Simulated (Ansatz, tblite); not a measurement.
**Ga8N8 wurtzite bond disc (Ga₈N₈): one state, many levels**

One table from this session's results is given with a row withheld; the runs are named, their logs left out.

The runs use Ansatz 0.2.0, Gaussian basis; as each input shows.

The runs, in order: GFN1-xTB, GFN2-xTB, PBE-D4/def2-TZVP, r2SCAN-D4/def2-TZVP, revPBE-D4/def2-TZVP, B97M-V/def2-TZVP, ωB97M-V/def2-TZVP, PBE-D4/def2-SVP, PBE0-D4/def2-SVP, HF/STO-3G, HF/6-31G, B3LYP-D4/6-31G, MP2/def2-SVP, RPA/def2-SVP.

## The relaxed structure

The geometry is that of the singlet, from an earlier relaxation (PBE-D4/def2-SVP).

16 atoms, charge 0, spin multiplicity 1.

Bond lengths: N1–Ga2 1.790 Å, N1–Ga5 1.881 Å, Ga2–N3 1.789 Å, N3–Ga7 1.881 Å, N4–Ga5 1.896 Å, N4–Ga9 1.751 Å, Ga5–N6 1.990 Å, N6–Ga7 1.990 Å, N6–Ga11 1.844 Å, Ga7–N8 1.895 Å, N8–Ga13 1.752 Å, Ga9–N10 1.826 Å, N10–Ga11 1.941 Å, N10–Ga14 1.853 Å, Ga11–N12 1.940 Å, N12–Ga13 1.826 Å, N12–Ga16 1.852 Å, Ga14–N15 1.817 Å and more. Angles: Ga2–N1–Ga5 97.4°, N1–Ga2–N3 163.3°, Ga2–N3–Ga7 97.4°, Ga5–N4–Ga9 98.8°, N1–Ga5–N4 116.7°, N1–Ga5–N6 119.8°, N4–Ga5–N6 123.5°, Ga5–N6–Ga7 122.1°, Ga5–N6–Ga11 118.9°, Ga7–N6–Ga11 119.0°, N3–Ga7–N6 119.8°, N3–Ga7–N8 116.7°, N6–Ga7–N8 123.5°, Ga7–N8–Ga13 98.8°, N4–Ga9–N10 155.9°, Ga9–N10–Ga11 99.3°, Ga9–N10–Ga14 144.5°, Ga11–N10–Ga14 115.0° and more.

PBE0-D4/def2-TZVP was run before; its log isn't repeated, and its numbers join the tables.

Set-up of the first run:

Tight binding, by tblite at 300 K electronic temperature and without a spin-polarisation term:

```python
tblite.interface.Calculator('GFN1-xTB', numbers, positions, charge=0, uhf=0).singlepoint()
```

Tight binding, by tblite at 300 K electronic temperature and without a spin-polarisation term:

```python
tblite.interface.Calculator('GFN2-xTB', numbers, positions, charge=0, uhf=0).singlepoint()
```

start.molden holds the orbitals of an earlier run on this state, given as this run's starting guess.

File in.yaml:

```yaml
crystal:
  periodic: [false, false, false]
  atoms:
    - {symbol: N, position_ang: [-2.416412, -3.424756, -0.116657]}
    - {symbol: Ga, position_ang: [-3.523006, -2.020254, -0.042562]}
    - {symbol: N, position_ang: [-4.178419, -0.356961, 0.035977]}
    - {symbol: N, position_ang: [0.795293, -3.488060, 0.014474]}
    - {symbol: Ga, position_ang: [-0.800474, -2.466020, -0.031225]}
    - {symbol: N, position_ang: [-0.831358, -0.476788, -0.000044]}
    - {symbol: Ga, position_ang: [-2.533512, 0.554483, -0.008372]}
    - {symbol: N, position_ang: [-2.608362, 2.447860, -0.055060]}
    - {symbol: Ga, position_ang: [1.954491, -2.175194, 0.031079]}
    - {symbol: N, position_ang: [2.500743, -0.433787, 0.097748]}
    - {symbol: Ga, position_ang: [0.768613, 0.439503, 0.031353]}
    - {symbol: N, position_ang: [0.889231, 2.374822, -0.012813]}
    - {symbol: Ga, position_ang: [-0.889984, 2.784678, -0.014757]}
    - {symbol: Ga, position_ang: [3.956804, 0.698146, -0.084807]}
    - {symbol: N, position_ang: [4.315137, 2.476052, 0.019692]}
    - {symbol: Ga, position_ang: [2.601207, 3.066276, 0.135984]}
basis:
  gaussian: {orbitals: def2-TZVP, fitting: {mean_field: def2-universal-jkfit}, initial_orbitals: start.molden}
hamiltonian: {xc: pbe, dispersion: d4}
scf: {omitted_lower_state_checks: [starts]}
output: {orbitals: {seedname: orbitals}}
```

Command:

```bash
> ansatz run in.yaml --threads 2 --pin off --events-out ev --progress --plain --max-ram 32768MiB --backend cuda --devices 0, --max-vram 18GiB
```

Steps of the session up to this table: PBE-D4/def2-TZVP; r2SCAN-D4/def2-TZVP; revPBE-D4/def2-TZVP; B97M-V/def2-TZVP; ωB97M-V/def2-TZVP; PBE-D4/def2-SVP; PBE0-D4/def2-SVP; HF/STO-3G; HF/6-31G; B3LYP-D4/6-31G; MP2/def2-SVP; RPA/def2-SVP.

One of the session's tables, all rows but one given; the rest of the session is left out.

It belongs to the step «Binding energy». 

```
              level  binding an atom (eV)
           HF/6-31G                 0.727
        HF/def2-SVP                 0.932
    PBE-D4/def2-SVP                 3.296
   PBE-D4/def2-TZVP                 3.285
revPBE-D4/def2-TZVP                 3.107
r2SCAN-D4/def2-TZVP                 3.049
   B97M-V/def2-TZVP                 2.995
     B3LYP-D4/6-31G                 2.947
   PBE0-D4/def2-SVP                 2.974
  PBE0-D4/def2-TZVP                     ?
  ωB97M-V/def2-TZVP                 2.857
       RPA/def2-SVP                 2.558
       MP2/def2-SVP                 2.911
```

Q: Estimate the row for PBE0-D4/def2-TZVP from the others.

The run gave: binding an atom (eV): 2.976. In the column «binding an atom (eV)» it lies between PBE0-D4/def2-SVP (2.974) and B97M-V/def2-TZVP (2.995).

To keep in mind: Free atoms were run apart at each level; binding is atoms less cluster, divided by the number of atoms, without zero-point or spin-orbit terms.
